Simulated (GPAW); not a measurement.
# Ti3Ag (Pm-3m) in GPAW: a series of runs

Runs on Ti3Ag. Level: PBEsol. Tasks: relaxation of cell and atoms.

All numbers are computed with GPAW 26.7.0; they aren't measurements. Logs are shortened: lines on timing, memory, paths and dates and some standing lists are left out, and cuts for length are marked. The log counts tension as positive stress, the text compression.

## (1) Starting point

The structure is cubic, space group Pm-3m (No. 221). Conventional cell: a = 4.099 Å, b = 4.099 Å, c = 4.099 Å, α = 90.00°, β = 90.00°, γ = 90.00°. Ag (site symmetry m-3m) is surrounded by 12 Ti at 2.90 Å. Ti (site symmetry 4/mmm) is surrounded by 4 Ag at 2.90 Å and 8 Ti at 2.90 Å.

The cell comes from a database or a generator and needn't be the stable form of this composition.

## (2) Relaxation of cell and atoms, PBEsol

run.py reads:

```python
from ase import Atoms
from ase.filters import FrechetCellFilter
from ase.io import write
from ase.optimize import BFGS
from gpaw import GPAW, PW, setup_paths

setup_paths.insert(0, '.')

atoms = Atoms(['Ag', 'Ti', 'Ti', 'Ti'],
              cell=[[4.098807, 0.0, 0.0],
                    [0.0, 4.098807, 0.0],
                    [0.0, 0.0, 4.098807]],
              scaled_positions=[[0.0, 0.0, 0.0],
                                [0.0, 0.5, 0.5],
                                [0.5, 0.0, 0.5],
                                [0.5, 0.5, 0.0]],
              pbc=True)

calc = GPAW(mode=PW(600),
            xc='PBEsol',
            kpts={'size': (6, 6, 6), 'gamma': True},
            occupations={'name': 'fermi-dirac', 'width': 0.05},
            nbands=48,
            convergence={'density': 1e-05, 'forces': 0.0001},
            maxiter=150,
            txt='gpaw.txt')
atoms.calc = calc
opt = BFGS(FrechetCellFilter(atoms), trajectory='relax.traj', logfile='-')
done = opt.run(fmax=0.02, steps=60)
calc.write('gs.gpw')
write('result.traj', atoms)
print('Converged:', done)
print('Cell:', atoms.cell.cellpar().round(4))
print('Volume:', round(atoms.get_volume(), 4))
print(atoms.get_scaled_positions().round(5))
```

Potentials or basis: PAW data sets generated in the run's folder for this functional, pw.

The run is started by

```bash
$ gpaw-setup -f PBEsol Ag Ti
$ OMP_NUM_THREADS=1 python run.py
```

gpaw.txt:

```text
__  _  _
 | _ |_)|_||  |
 |__||  | ||/\| - 26.7.0

Input parameters:
  mode=PW(ecut=600.0),
  convergence={'density': 1e-05, 'forces': 0.0001},
  kpts=MonkhorstPack(size=(6, 6, 6), gamma=True),
  maxiter=150,
  nbands=48,
  occupations=Occupations(name='fermi-dirac', width=0.05),
  xc=XC(name='PBEsol')

Diagonalizing LCAO Hamiltonian
Converting LCAO to pw mode
    .---------.
   /|         |
  / |         |
 *  |         |
 | Ti         |
 |  .-Ti------.
 | /    Ti   /
 |/         /
 Ag--------*

Atoms  # Å, Bohr magnetons
|   | symbol |        x |        y |        z |    initial magnetic moments |
|---|--------|----------|----------|----------|-----------------------------|
| 0 |     Ag | 0.000000 | 0.000000 | 0.000000 | ( 0.0000,  0.0000,  0.0000) |
| 1 |     Ti | 0.000000 | 2.049403 | 2.049403 | ( 0.0000,  0.0000,  0.0000) |
| 2 |     Ti | 2.049403 | 0.000000 | 2.049403 | ( 0.0000,  0.0000,  0.0000) |
| 3 |     Ti | 2.049403 | 2.049403 | 0.000000 | ( 0.0000,  0.0000,  0.0000) |

Unit cell  # Å
| periodic |        x |        y |        z |  lengths |    angles |
|----------|----------|----------|----------|----------|-----------|
|      yes | 4.098807 | 0.000000 | 0.000000 | 4.098807 | 90.000000 |
|      yes | 0.000000 | 4.098807 | 0.000000 | 4.098807 | 90.000000 |
|      yes | 0.000000 | 0.000000 | 4.098807 | 4.098807 | 90.000000 |

Number of symmetries: 48
Symmetry operations  # r_c * U_cc + t_c -> r_c
|    | kind |            matrix            |
|----|------|------------------------------|
|  0 |  E   |  1, 0, 0,  0, 1, 0,  0, 0, 1 |
|  1 |  σ   |  1, 0, 0,  0, 1, 0,  0, 0,-1 |
|  2 |  σ   |  1, 0, 0,  0, 0, 1,  0, 1, 0 |
|  3 |  C4  |  1, 0, 0,  0, 0, 1,  0,-1, 0 |
|  4 |  C4  |  1, 0, 0,  0, 0,-1,  0, 1, 0 |
|  5 |  σ   |  1, 0, 0,  0, 0,-1,  0,-1, 0 |
|  6 |  σ   |  1, 0, 0,  0,-1, 0,  0, 0, 1 |
|  7 |  C2  |  1, 0, 0,  0,-1, 0,  0, 0,-1 |
|  8 |  σ   |  0, 1, 0,  1, 0, 0,  0, 0, 1 |
|  9 |  C2  |  0, 1, 0,  1, 0, 0,  0, 0,-1 |
| 10 |  C3  |  0, 1, 0,  0, 0, 1,  1, 0, 0 |
| 11 |  S6  |  0, 1, 0,  0, 0, 1, -1, 0, 0 |
| 12 |  S6  |  0, 1, 0,  0, 0,-1,  1, 0, 0 |
| 13 |  C3  |  0, 1, 0,  0, 0,-1, -1, 0, 0 |
[... 222 lines left out ...]
|         33 |        11.330 |     0.000 |
|         34 |        11.330 |     0.000 |
|        ... |               |           |
|         47 |        20.295 |     0.000 |

No gap
No difference between direct/indirect transitions

Stress tensor  # eV/Ang^3
|         x |         y |        z |
|-----------|-----------|----------|
|  0.034882 | -0.000000 | 0.000000 |
| -0.000000 |  0.034882 | 0.000000 |
|  0.000000 |  0.000000 | 0.034882 |

Forces  # eV/Ang
|        x |        y |        z |
|----------|----------|----------|
| -0.00000 | -0.00000 | -0.00000 |  # Ag   0
|  0.00000 |  0.00000 |  0.00000 |  # Ti   1
|  0.00000 |  0.00000 |  0.00000 |  # Ti   2
| -0.00000 |  0.00000 |  0.00000 |  # Ti   3

Interpolating wave functions to new cell

         Ti
            Ti
              Ti
       Ag

Atoms  # Å, Bohr magnetons
|   | symbol |         x |         y |         z |    initial magnetic moments |
|---|--------|-----------|-----------|-----------|-----------------------------|
| 0 |     Ag | -0.000000 | -0.000000 | -0.000000 | ( 0.0000,  0.0000,  0.0000) |
| 1 |     Ti |  0.000000 |  2.045013 |  2.045013 | ( 0.0000,  0.0000,  0.0000) |
| 2 |     Ti |  2.045013 |  0.000000 |  2.045013 | ( 0.0000,  0.0000,  0.0000) |
| 3 |     Ti |  2.045013 |  2.045013 |  0.000000 | ( 0.0000,  0.0000,  0.0000) |

Unit cell  # Å
| periodic |        x |        y |        z |  lengths |    angles |
|----------|----------|----------|----------|----------|-----------|
|      yes | 4.090026 | 0.000000 | 0.000000 | 4.090026 | 90.000000 |
|      yes | 0.000000 | 4.090026 | 0.000000 | 4.090026 | 90.000000 |
|      yes | 0.000000 | 0.000000 | 4.090026 | 4.090026 | 90.000000 |

Number of symmetries: 48
Symmetry operations  # r_c * U_cc + t_c -> r_c
|    | kind |            matrix            |
|----|------|------------------------------|
|  0 |  E   |  1, 0, 0,  0, 1, 0,  0, 0, 1 |
|  1 |  σ   |  1, 0, 0,  0, 1, 0,  0, 0,-1 |
|  2 |  σ   |  1, 0, 0,  0, 0, 1,  0, 1, 0 |
|  3 |  C4  |  1, 0, 0,  0, 0, 1,  0,-1, 0 |
|  4 |  C4  |  1, 0, 0,  0, 0,-1,  0, 1, 0 |
|  5 |  σ   |  1, 0, 0,  0, 0,-1,  0,-1, 0 |
|  6 |  σ   |  1, 0, 0,  0,-1, 0,  0, 0, 1 |
|  7 |  C2  |  1, 0, 0,  0,-1, 0,  0, 0,-1 |
|  8 |  σ   |  0, 1, 0,  1, 0, 0,  0, 0, 1 |
|  9 |  C2  |  0, 1, 0,  1, 0, 0,  0, 0,-1 |
| 10 |  C3  |  0, 1, 0,  0, 0, 1,  1, 0, 0 |
| 11 |  S6  |  0, 1, 0,  0, 0, 1, -1, 0, 0 |
| 12 |  S6  |  0, 1, 0,  0, 0,-1,  1, 0, 0 |
| 13 |  C3  |  0, 1, 0,  0, 0,-1, -1, 0, 0 |
[... 169 lines left out ...]
SCF iterations
|iter     | |      energy | eigst |  dens |force |
|---------|-|-------------|-------|-------|------|
|iter:   1| |  -24.707999 | -2.36 |       |      |
|iter:   2| |  -24.706194 | -4.17 | -2.36 |      |
|iter:   3| |  -24.701231c| -3.68 | -2.43 |      |
|iter:   4| |  -24.701390c| -5.24 | -3.30 |      |
|iter:   5| |  -24.701337c| -5.82 | -3.48 |      |
|iter:   6| |  -24.701377c| -5.77 | -3.65 |      |
|iter:   7| |  -24.701377c| -7.23 | -4.63 |      |
|iter:   8| |  -24.701377c| -7.58c| -4.95 |      |
|iter:   9| |  -24.701377c| -7.82c| -5.77c|      |
|iter:  10| |  -24.701377c| -8.33c| -6.15c|-24.79c|

Converged in 10 steps
Energy contributions relative to reference atoms: (reference = -214122.210520)

Energy contributions:
  Kinetic:           1.118938
  Coulomb:          -3.573492
  Zero:              0.339776
  External:          0.000000
  Xc:              -22.557420
  Entropy:          -0.058359
  Spinorbit:         0.000000
  ----------------------------
  Free energy:     -24.730557
  Extrapolated:    -24.701377
[... 23 lines left out ...]
|         33 |        11.428 |     0.000 |
|         34 |        11.428 |     0.000 |
|        ... |               |           |
|         47 |        20.429 |     0.000 |

No gap
No difference between direct/indirect transitions

Stress tensor  # eV/Ang^3
|         x |         y |        z |
|-----------|-----------|----------|
|  0.030640 | -0.000000 | 0.000000 |
| -0.000000 |  0.030640 | 0.000000 |
|  0.000000 |  0.000000 | 0.030640 |

Forces  # eV/Ang
|        x |        y |        z |
|----------|----------|----------|
| -0.00000 | -0.00000 | -0.00000 |  # Ag   0
|  0.00000 | -0.00000 |  0.00000 |  # Ti   1
|  0.00000 |  0.00000 | -0.00000 |  # Ti   2
| -0.00000 | -0.00000 | -0.00000 |  # Ti   3

Interpolating wave functions to new cell

         Ti
            Ti
              Ti
       Ag

Atoms  # Å, Bohr magnetons
|   | symbol |         x |        y |        z |    initial magnetic moments |
|---|--------|-----------|----------|----------|-----------------------------|
| 0 |     Ag | -0.000000 | 0.000000 | 0.000000 | ( 0.0000,  0.0000,  0.0000) |
| 1 |     Ti |  0.000000 | 2.015150 | 2.015150 | ( 0.0000,  0.0000,  0.0000) |
| 2 |     Ti |  2.015150 | 0.000000 | 2.015150 | ( 0.0000,  0.0000,  0.0000) |
| 3 |     Ti |  2.015150 | 2.015150 | 0.000000 | ( 0.0000,  0.0000,  0.0000) |

Unit cell  # Å
| periodic |        x |        y |         z |  lengths |    angles |
|----------|----------|----------|-----------|----------|-----------|
|      yes | 4.030300 | 0.000000 | -0.000000 | 4.030300 | 90.000000 |
|      yes | 0.000000 | 4.030300 |  0.000000 | 4.030300 | 90.000000 |
|      yes | 0.000000 | 0.000000 |  4.030300 | 4.030300 | 90.000000 |

Number of symmetries: 48
Symmetry operations  # r_c * U_cc + t_c -> r_c
|    | kind |            matrix            |
|----|------|------------------------------|
|  0 |  E   |  1, 0, 0,  0, 1, 0,  0, 0, 1 |
|  1 |  σ   |  1, 0, 0,  0, 1, 0,  0, 0,-1 |
|  2 |  σ   |  1, 0, 0,  0, 0, 1,  0, 1, 0 |
|  3 |  C4  |  1, 0, 0,  0, 0, 1,  0,-1, 0 |
|  4 |  C4  |  1, 0, 0,  0, 0,-1,  0, 1, 0 |
|  5 |  σ   |  1, 0, 0,  0, 0,-1,  0,-1, 0 |
|  6 |  σ   |  1, 0, 0,  0,-1, 0,  0, 0, 1 |
|  7 |  C2  |  1, 0, 0,  0,-1, 0,  0, 0,-1 |
|  8 |  σ   |  0, 1, 0,  1, 0, 0,  0, 0, 1 |
|  9 |  C2  |  0, 1, 0,  1, 0, 0,  0, 0,-1 |
| 10 |  C3  |  0, 1, 0,  0, 0, 1,  1, 0, 0 |
| 11 |  S6  |  0, 1, 0,  0, 0, 1, -1, 0, 0 |
| 12 |  S6  |  0, 1, 0,  0, 0,-1,  1, 0, 0 |
| 13 |  C3  |  0, 1, 0,  0, 0,-1, -1, 0, 0 |
[... 221 lines left out ...]
|         33 |        12.117 |     0.000 |
|         34 |        12.117 |     0.000 |
|        ... |               |           |
|         47 |        21.362 |     0.000 |

No gap
No difference between direct/indirect transitions

Stress tensor  # eV/Ang^3
|         x |         y |         z |
|-----------|-----------|-----------|
| -0.001923 |  0.000000 |  0.000000 |
|  0.000000 | -0.001923 |  0.000000 |
|  0.000000 |  0.000000 | -0.001923 |

Forces  # eV/Ang
|        x |        y |        z |
|----------|----------|----------|
|  0.00000 | -0.00000 | -0.00000 |  # Ag   0
|  0.00000 |  0.00000 |  0.00000 |  # Ti   1
| -0.00000 | -0.00000 |  0.00000 |  # Ti   2
| -0.00000 |  0.00000 |  0.00000 |  # Ti   3

Interpolating wave functions to new cell

         Ti
            Ti
              Ti
       Ag

Atoms  # Å, Bohr magnetons
|   | symbol |        x |        y |        z |    initial magnetic moments |
|---|--------|----------|----------|----------|-----------------------------|
| 0 |     Ag | 0.000000 | 0.000000 | 0.000000 | ( 0.0000,  0.0000,  0.0000) |
| 1 |     Ti | 0.000000 | 2.016830 | 2.016830 | ( 0.0000,  0.0000,  0.0000) |
| 2 |     Ti | 2.016830 | 0.000000 | 2.016830 | ( 0.0000,  0.0000,  0.0000) |
| 3 |     Ti | 2.016830 | 2.016830 | 0.000000 | ( 0.0000,  0.0000,  0.0000) |

Unit cell  # Å
| periodic |        x |        y |         z |  lengths |    angles |
|----------|----------|----------|-----------|----------|-----------|
|      yes | 4.033660 | 0.000000 | -0.000000 | 4.033660 | 90.000000 |
|      yes | 0.000000 | 4.033660 | -0.000000 | 4.033660 | 90.000000 |
|      yes | 0.000000 | 0.000000 |  4.033660 | 4.033660 | 90.000000 |

Number of symmetries: 48
Symmetry operations  # r_c * U_cc + t_c -> r_c
|    | kind |            matrix            |
|----|------|------------------------------|
|  0 |  E   |  1, 0, 0,  0, 1, 0,  0, 0, 1 |
|  1 |  σ   |  1, 0, 0,  0, 1, 0,  0, 0,-1 |
|  2 |  σ   |  1, 0, 0,  0, 0, 1,  0, 1, 0 |
|  3 |  C4  |  1, 0, 0,  0, 0, 1,  0,-1, 0 |
|  4 |  C4  |  1, 0, 0,  0, 0,-1,  0, 1, 0 |
|  5 |  σ   |  1, 0, 0,  0, 0,-1,  0,-1, 0 |
|  6 |  σ   |  1, 0, 0,  0,-1, 0,  0, 0, 1 |
|  7 |  C2  |  1, 0, 0,  0,-1, 0,  0, 0,-1 |
|  8 |  σ   |  0, 1, 0,  1, 0, 0,  0, 0, 1 |
|  9 |  C2  |  0, 1, 0,  1, 0, 0,  0, 0,-1 |
| 10 |  C3  |  0, 1, 0,  0, 0, 1,  1, 0, 0 |
| 11 |  S6  |  0, 1, 0,  0, 0, 1, -1, 0, 0 |
| 12 |  S6  |  0, 1, 0,  0, 0,-1,  1, 0, 0 |
| 13 |  C3  |  0, 1, 0,  0, 0,-1, -1, 0, 0 |
[... 233 lines left out ...]
Forces  # eV/Ang
|        x |        y |        z |
|----------|----------|----------|
| -0.00000 | -0.00000 |  0.00000 |  # Ag   0
|  0.00000 |  0.00000 | -0.00000 |  # Ti   1
|  0.00000 |  0.00000 | -0.00000 |  # Ti   2
|  0.00000 | -0.00000 |  0.00000 |  # Ti   3

# Writing to gs.gpw (mode='')
```

It took 2.6 min on 1 thread of Arm Neoverse V2, shared host; peak memory 0.26 GiB.

Results:

```yaml
Free_energy: -24.7627 eV
Relaxed_volume: 16.41 Å³/atom
Relaxed_cell: a = 4.034 Å, b = 4.034 Å, c = 4.034 Å, α = 90.00°, β = 90.00°, γ = 90.00°
Space_group_after_relaxing_to_0.05_Å: Pm-3m (No. 221)
Energy_gained_by_relaxing: 11.6 meV/atom
Ionic_steps: 4
Pressure_after_relaxing: 0.0 GPa
Band_gap_on_the_k_mesh: none (metal or under the smearing width)
```

The path:
| step | energy change (eV) | largest force (eV/Å) | pressure (GPa) | volume (Å³) |
| --- | --- | --- | --- | --- |
| 1 | 0.0000 | 0.0000 | -5.59 | 68.86 |
| 2 | -0.0128 | 0.0000 | -4.91 | 68.42 |
| 3 | -0.0458 | 0.0000 | 0.31 | 65.47 |
| 4 | -0.0466 | 0.0000 | -0.01 | 65.63 |

Final structure:
```
CELL_PARAMETERS angstrom
4.03366 0.00000 0.00000
0.00000 4.03366 0.00000
0.00000 0.00000 4.03366
ATOMIC_POSITIONS crystal
Ag 0.00000 0.00000 0.00000
Ti 0.00000 0.50000 0.50000
Ti 0.50000 0.00000 0.50000
Ti 0.50000 0.50000 0.00000
```

Levels at points of the mesh, in eV from the Fermi level:
| k point | band 25 | band 26 | band 27 | band 28 | band 29 | band 30 |
| --- | --- | --- | --- | --- | --- | --- |
| (0.00, 0.00, 0.00) | -0.55 | -0.03 | -0.03 | 2.43 | 2.43 | 2.43 |
| (0.50, 0.00, 0.00) | -0.66 | -0.66 | 0.86 | 0.86 | 0.90 | 1.12 |
| (0.50, 0.50, 0.00) | -0.74 | -0.36 | -0.12 | -0.12 | 1.12 | 1.12 |
| (0.50, 0.50, 0.50) | 0.19 | 0.19 | 0.19 | 0.72 | 0.72 | 0.72 |

Caveat: later steps reuse the first step's grids.

(Part 1 of 2 ends here.)
